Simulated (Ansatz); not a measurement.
**As2H3 (doublet): the correlation ladder at distance As1–As2 = 4.395 Å, cc-pVDZ**

The task here is to estimate one member of a computed series from the others.

Program: Ansatz 0.2.0, Gaussian basis. Level of theory: cc-pVDZ, core rule «outside noble gas», up to 28 orbitals frozen. These are calculated values, not measurements.

To be run: UHF; CCSD(T) on ROHF; CCSD(T) on UHF; BCCD(T) on ROHF; CISD; CCSDT(Q) on ROHF; CCSDT(Q) on UHF; CASSCF and MRCISD+Q, 3 electrons in 3 orbitals; CASSCF and NEVPT2, 3 electrons in 3 orbitals.

34 further runs of the same task are left out: 5 for a known fault of the program, 22 that didn't finish, 7 set aside as unsound or not needed.

## The geometry

The geometry derives from a PBE0/def2-TZVP stationary point (not a proven minimum). One bond is set to the value named and the two fragments are kept rigid. No spin-orbit coupling is included. The filled d shell of As may be among the frozen orbitals whatever the setting's name suggests; the logs give the count.

5 atoms, charge 0, spin multiplicity 2.

Atoms are counted from 1 here; the program's logs count them from 0.

Bond lengths: As1–H3 1.524 Å, As1–H4 1.522 Å, As2–H5 1.528 Å. Angles: H3–As1–H4 92.9°.

The first run:

Input file in.yaml:

```yaml
crystal:
  periodic: [false, false, false]
  atoms:
    - {symbol: As, position_ang: [0.423544, -0.120742, 1.707904]}
    - {symbol: As, position_ang: [0.304633, -0.245211, -2.683723]}
    - {symbol: H, position_ang: [-0.916929, 0.586951, 1.861509]}
    - {symbol: H, position_ang: [-0.200340, -1.500539, 1.860936]}
    - {symbol: H, position_ang: [0.389094, 1.279542, -2.746626]}
basis:
  gaussian: {orbitals: cc-pVDZ}
magnetization: {spin_polarized: true, initial_magnetization: 1}
hamiltonian: {xc: hf}
output: {orbitals: {seedname: orbitals}}
```

On the command line:

```sh
$ ansatz run in.yaml --threads 1 --pin off --events-out ev --progress --plain --max-ram 2393MiB
```

Among the steps run: UHF; CCSD(T) on ROHF; CCSD(T) on UHF; BCCD(T) on ROHF; CISD; CCSDT(Q) on ROHF; CCSDT(Q) on UHF; CASSCF and MRCISD+Q, 3 electrons in 3 orbitals; CASSCF and NEVPT2, 3 electrons in 3 orbitals.

One of the session's tables, all rows but one given; the rest of the session is left out.

```
       method  from RCCSDT(Q) (kJ/mol)
          UHF                   +588.7
         RMP2                   +240.8
         UMP2                   +134.1
         CISD                   +224.9
        RCCSD                    +23.5
        UCCSD                        ?
     RCCSD(T)                     +4.9
     UCCSD(T)                     +6.2
      BCCD(T)                     +7.3
       RCCSDT                     +4.9
       UCCSDT                     +3.1
    RCCSDT(Q)                        0
    UCCSDT(Q)                     +2.4
  CASSCF pair                   +610.8
  NEVPT2 pair                   +125.6
  MRCISD pair                    +69.5
MRCISD+Q pair                     +4.6
```

Estimate the missing values for UCCSD.

As computed: from RCCSDT(Q) (kJ/mol): +17.3. In the column «from RCCSDT(Q) (kJ/mol)» it lies between BCCD(T) (+7.3) and RCCSD (+23.5).

Left out of the table: ROHF (another determinant or state than the rows shown).

To keep in mind: The determinant is far from a pure spin state, so its energy mixes those of several spin states (harmless only where they are near-degenerate, as at dissociation). The report flags that the cluster equations may have other roots. The program flags RCCSD(T), BCCD(T), RCCSDT(Q) as in doubt, so the zero of the table is itself unsure. Warnings: spin contamination; coupled cluster took another determinant than the lowest; large T1 diagnostic. Restricted and unrestricted rows rest on different reference determinants; where their highest levels disagree by more than a few hundredths of an eV, they describe different states and don't form one ladder.
